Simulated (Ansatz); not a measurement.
# H2 + CH5OSi radical: a complex and its separated parts

The complex below is one end of an elementary step. How strongly is it bound against its free parts?

Program: Ansatz 0.2.0, Gaussian basis. Level of theory: PBE0-D4/def2-TZVP structures, single points in def2-TZVPP, no counterpoise correction. These are calculated values, not measurements.

Levels: SPW92, PBE-D4, BLYP-D4, r2SCAN-D4, B97M-V, PBE0-D4, B3LYP-D4, r2SCAN0-D4, BHLYP-D4, CAM-B3LYP-D4, wB97X-V, wB97M-V, B2PLYP, PBE-QIDH, RPA on PBE, Hartree-Fock, MP2, CCSD, CCSD(T).

Correlated methods freeze the cores. Orbitals are unrestricted. B3LYP uses VWN-RPA correlation. B2PLYP carries no dispersion term here.

92 further runs of the same task are left out: 92 set aside as unsound or not needed.

### Step 1. Starting geometry

The complex: 10 atoms, charge 0, spin multiplicity 2.

Atoms are counted from 1 here; the program's logs count them from 0.

Bond lengths: H1–H5 0.748 Å, C2–O3 1.350 Å, C2–H6 1.081 Å, C2–H7 1.086 Å, O3–Si4 1.659 Å, Si4–H8 1.485 Å, Si4–H9 1.487 Å, Si4–H10 1.479 Å. Angles: O3–C2–H6 115.4°, O3–C2–H7 119.1°, H6–C2–H7 121.6°, C2–O3–Si4 123.7°, O3–Si4–H8 110.5°, O3–Si4–H9 109.6°, O3–Si4–H10 105.8°, H8–Si4–H9 109.0°, H8–Si4–H10 110.9°, H9–Si4–H10 111.0°.

Geometry (Å):

```xyz
10
charge 0, multiplicity 2
H    -0.9302    1.5131   -1.6918
C     0.5831   -0.8353   -1.0156
O    -0.2779   -0.8919    0.0226
Si   -0.0196   -0.1329    1.4745
H    -1.3937    2.0979   -1.7367
H     0.2601   -1.3434   -1.9135
H     1.6323   -0.6350   -0.8221
H    -0.0882    1.3413    1.3106
H     1.3235   -0.4999    1.9972
H    -1.0895   -0.6137    2.3748
```

Its parts: H2 holds atoms 1, 5; CH5OSi radical holds atoms 2, 3, 4, 6, 7, 8, 9, 10. Each part counts its atoms afresh in its own runs.

### Step 2. Relaxing H2 alone

relax-a/in.yaml reads:

```yaml
crystal:
  periodic: [false, false, false]
  atoms:
    - {symbol: H, position_ang: [-0.930232, 1.513101, -1.691754]}
    - {symbol: H, position_ang: [-1.393732, 2.097869, -1.736717]}
basis:
  gaussian: {orbitals: def2-TZVP}
hamiltonian: {xc: pbe0, dispersion: d4}
relax: {f_tol: 0.005, max_steps: 200}
```

Launch:

```bash
ansatz run in.yaml --threads 4 --pin off --events-out ev --progress --plain --max-ram 9574MiB
```

After this run come: Relaxing CH5OSi radical alone; SPW92/def2-TZVPP; PBE-D4/def2-TZVPP; BLYP-D4/def2-TZVPP; r2SCAN-D4/def2-TZVPP; B97M-V/def2-TZVPP; PBE0-D4/def2-TZVPP; B3LYP-D4/def2-TZVPP; r2SCAN0-D4/def2-TZVPP; BHLYP-D4/def2-TZVPP; CAM-B3LYP-D4/def2-TZVPP; wB97X-V/def2-TZVPP; wB97M-V/def2-TZVPP; B2PLYP/def2-TZVPP; PBE-QIDH/def2-TZVPP; RPA on PBE/def2-TZVPP; CCSD(T)/def2-TZVPP; Vibrations of H2; Vibrations of CH5OSi radical.

Before running it: what results should come out? Wanted: complex less parts, CCSD(T)/def2-TZVPP; with zero-point energy; largest T1 diagnostic.

**Answer**, as computed:

| quantity | value |
| --- | --- |
| complex less parts, CCSD(T)/def2-TZVPP | -0.41 kcal/mol |
| with zero-point energy | +0.48 kcal/mol |
| largest T1 diagnostic | 0.015 |

What this shows: At CCSD(T) the complex lies 0.41 kcal/mol below its parts. r2SCAN-D4 is the best functional here (-0.08 kcal/mol from CCSD(T)); SPW92 is the worst (-1.25 kcal/mol). By rung, the mean size of the error is: LDA 1.25, GGA 0.38, meta-GGA 0.21, hybrid 0.23, range-separated hybrid 0.21, double hybrid 0.20 kcal/mol. PBE-D4 gives a relative energy 0.58 kcal/mol too low, an error of 144 % of the reference. No counterpoise was applied, and triple zeta lacks some correlation, so the CCSD(T) reference has a basis error of its own, and close matches with it are partly luck.
